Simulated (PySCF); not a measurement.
# CH8BBrSi2: the cost of one run

Programs: PySCF 2.14.0, with density-fitted response routines of our own. Each step states its level of theory. These are calculated values for one molecule in the gas phase, unless marked as measured. Atoms count from 0, in the outputs and in this text.

### Step 1. Starting geometry

13 atoms, charge 0, multiplicity 1; geometry from: GFN2-xTB.

Bonds of the start (Å): Si0–C1 1.93, C1–B2 1.54, B2–Si3 1.95, Si3–Br4 2.26, Si0–H5 1.46, Si0–H6 1.47, Si0–H7 1.46, C1–H8 1.09, C1–H9 1.09, B2–H10 1.18, Si3–H11 1.47, Si3–H12 1.47.

### Step 2. Ultraviolet spectrum: CAM-B3LYP/def2-SVPD

The job: settings as JSON, then the geometry in Å.

```
{"job": {"kind": "uv", "xc": "CAM-B3LYP", "basis": "def2-SVPD", "nstates": 8, "ntriplets": 3}, "charge": 0, "multiplicity": 1}
Si     1.730140     0.839899     0.280479
C      0.850621    -0.819130    -0.180938
B     -0.429856    -0.452171    -0.948488
Si    -2.120337    -0.108551    -0.038618
Br    -1.882488    -0.372798     2.188400
H      0.868680     1.640694     1.149603
H      2.021095     1.592471    -0.944365
H      2.973463     0.481299     0.960646
H      1.582024    -1.387196    -0.756154
H      0.699237    -1.329401     0.771948
H     -0.373552    -0.329122    -2.117838
H     -2.671312     1.251425    -0.086878
H     -3.252104    -1.006932    -0.295524
```

With the program's defaults for keys left out, this is: TDDFT CAM-B3LYP/def2-SVPD, vertical, gas phase, core orbitals frozen in the response.

Run with:

```sh
$ OMP_NUM_THREADS=1 python probes_run.py task.json out
```

One launch serves the whole session: the jobs run in the order shown.

**Question.** How long does this job take on 1 thread of Arm Neoverse N1, shared host, and how much memory does it need?

About 55 s, with a peak of 0.9 GiB.
